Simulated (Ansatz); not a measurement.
## IrOs, space group P-6m2: an equation of state with a fit, step by step

Computed with Ansatz 0.2.0, Python API.

The cells in order, each with its output:

**Cell 1**
```python
import ansatz as az
from ase.eos import EquationOfState
from ase.units import GPa
import numpy as np
```

**Cell 2**
```python
params = {
    "occupations": "Gaussian",
    "scf_tol": 1e-05,
    "kmesh": (12, 12, 7),
}
```

**Cell 3**
```python
VECTORS = np.array([
    [2.743621, 0.0, 0.0],
    [-1.371811, 2.376046, 0.0],
    [0.0, 0.0, 4.360883],
])
SITES = [
    ("Os", (1 / 3, 2 / 3, 0.0)),
    ("Ir", (2 / 3, 1 / 3, 0.5)),
]


def build(cell):
    crystal = az.Crystal(lattice=az.Lattice.of(cell))
    for symbol, position in SITES:
        crystal = crystal.atom(symbol, position)
    return crystal
```

**Cell 4**
```python
# uniform scaling of the cell
volumes, energies = [], []
for scale in np.linspace(0.9, 1.1, 9):
    cell = VECTORS * scale ** (1 / 3)
    model = build(cell).calculation()
    model = model.functional(az.Functional.PBESOL)
    model = model.pseudopotentials("nc").accuracy("medium")
    model = model.occupations(params["occupations"]).scf(tolerance=params["scf_tol"])
    model = model.kpoints(*params["kmesh"])
    report = model.run(threads=1, backend="cpu").report
    volumes.append(abs(np.linalg.det(cell)) / len(SITES))
    energies.append(report["free_energy_ev"] / len(SITES))
    print(f"V = {volumes[-1]:8.4f} A^3/atom  F = {energies[-1]:.5f} eV/atom")
```
Output:
```text
DeckWarning: basis.ecutwfc = 1006.821291 eV, auto-derived from the records' recommended cutoffs: set by Os (normal level)
V =  12.7928 A^3/atom  F = -2939.08286 eV/atom
V =  13.1482 A^3/atom  F = -2939.16285 eV/atom
V =  13.5035 A^3/atom  F = -2939.21018 eV/atom
V =  13.8589 A^3/atom  F = -2939.22938 eV/atom
V =  14.2142 A^3/atom  F = -2939.22435 eV/atom
V =  14.5696 A^3/atom  F = -2939.19846 eV/atom
V =  14.9249 A^3/atom  F = -2939.15467 eV/atom
V =  15.2803 A^3/atom  F = -2939.09552 eV/atom
V =  15.6357 A^3/atom  F = -2939.02324 eV/atom
```

**Cell 5**
```python
eos = EquationOfState(volumes, energies, eos="vinet")
v0, e0, bulk = eos.fit()
print(f"V0 = {v0:.4f} A^3/atom, E0 = {e0:.5f} eV/atom, B = {bulk / GPa:.1f} GPa")
```
Output:
```text
V0 = 13.9560 A^3/atom, E0 = -2939.23026 eV/atom, B = 411.2 GPa
```

A third-order Birch-Murnaghan fit through the 9 points has its minimum at 13.96 Å³ an atom, 1.8 % below the typed cell, with a bulk modulus of 410 GPa. From that minimum the energy rises by 147.4 meV an atom on the compressed side and 207.0 meV on the expanded side.

Reading the output:
- These settings explore the input space; cutoff and mesh may be short of convergence.
- Shape and fractional positions are held along the curve, so the bulk modulus is an upper value where they are free to relax.
- Spin-orbit coupling, which matters for elements this heavy, is left out.
- This cell is a computed structure, which may not be the phase found in nature.
- Warnings are shown shortened and without file and line.
- Timing: 84 s on 1 thread of Intel(R) Xeon(R) Processor @ 2.30GHz (shared host), peak memory 0.55 GiB.
